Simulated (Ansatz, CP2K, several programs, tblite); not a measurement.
Energy against volume for an ordered 4-atom cell of AgTlS₂ on the zincblende lattice (P-4m2), at fixed shape and fractional coordinates, computed by several methods (PBE and r2SCAN, where shown, with plane waves in Ansatz); the cell shown is that of r2SCAN. With free coordinates or axes held, a curve is too stiff, and on another method's shape its minimum isn't the method's own volume. It is tetragonal, P-4m2 (No. 115); a = 4.138 Å, c = 6.002 Å in the conventional setting, 25.70 Å³ an atom. Ag has 4 S at 2.54 Å; S has 2 Ag at 2.54 Å and 2 Tl at 2.58 Å; Tl has 4 S at 2.58 Å. No spin polarisation and no zero-point or thermal motion; the cell was built from a prototype and may be hypothetical. Energies count from each curve's lowest point; fits are third-order Birch-Murnaghan.

```
Ag S Tl
1.0
     4.13844    0.00000    0.00000
     0.00000    4.13844    0.00000
     0.00000    0.00000    6.00234
Ag S Tl
1 2 1
Direct
  0.00000 0.00000 0.00000
  0.00000 0.50000 0.24458
  0.50000 0.00000 0.75542
  0.50000 0.50000 0.50000
```

Task: GFN1-xTB (tblite), on the shape of the cell shown, as a cluster of 32 atoms at the zone centre, gives
```tsv
V (Å³/atom)	E (meV/atom)
22.616	144.80
24.158	47.10
25.700	3.97
27.242	0.00
28.784	24.55
```
What equilibrium volume and bulk modulus follow?

Result: V₀ = 26.64 Å³ an atom and B₀ = 57 GPa.

Task: r2SCAN, on the shape of its own relaxed cell, gives

| V (Å³/atom) | E (meV/atom) |
| --- | --- |
| 24.158 | 18.02 |
| 24.929 | 4.22 |
| 25.700 | 0.00 |
| 26.471 | 3.81 |
| 27.242 | 14.33 |

What equilibrium volume and bulk modulus follow?

Result: V₀ = 25.70 Å³ an atom and B₀ = 55 GPa.

PBE/DZVP (CP2K), on the shape of the cell shown:
```csv
V (Å³/atom),E (meV/atom)
22.616,140.43
24.158,50.82
25.700,8.63
27.242,0.00
28.784,15.54
```
V₀ = 26.94 Å³ an atom and B₀ = 46 GPa.

GFN2-xTB (tblite), on the shape of the cell shown, as a cluster of 32 atoms at the zone centre:
```
V (Å³/atom)  E (meV/atom)
     22.616        240.76
     24.158        125.80
     25.700         54.13
     27.242         14.66
     28.784          0.00
```
The lowest point is an end point, so the minimum isn't bracketed.

PBE, on the shape of its own relaxed cell:
```csv
V (Å³/atom),E (meV/atom)
24.878,16.11
25.672,3.78
26.466,0.00
27.260,3.36
28.054,12.67
```
V₀ = 26.47 Å³ an atom and B₀ = 48 GPa.
